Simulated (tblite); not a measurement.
# AsH8OSi2: the cost of one run

Computed with tblite 0.8.0 and PySCF 2.14.0; each step states its level. No surroundings beyond the atoms listed, unless a continuum is named. Atoms count from 0, parts from 1.

## (1) Starting point

12 atoms, charge 1, multiplicity 1; geometry: distance geometry start.

## (2) Relaxing the cluster with GFN2-xTB

The job: settings as JSON, then the geometry in Å.

```
{"job": {"kind": "relax", "xc": "GFN2-xTB", "basis": "xTB"}, "charge": 1, "multiplicity": 1}
Si     2.028497    -0.622241    -0.371243
As     0.061633     0.316613     0.213305
Si    -1.843008    -0.667499    -0.445318
O      0.048585     1.802167     1.147073
H      3.140058     0.264792     0.053990
H      2.045433    -0.827919    -1.848628
H      2.172896    -1.898720     0.313098
H     -2.869864    -0.516698     0.596357
H     -1.616431    -2.092866    -0.749882
H     -2.409643     0.015633    -1.621811
H     -0.403948     2.538041     0.657355
H     -0.374593     1.645452     2.063747
```

Method: GFN2-xTB geometry optimisation, gas phase.

Launch:

```sh
$ OMP_NUM_THREADS=1 python cluster_run.py task.json out
```

This one command runs all jobs of the session in turn.

**Question.** How long does this first job take on 1 thread of Intel Xeon 6975P-C, shared host?

About 1.6 s.
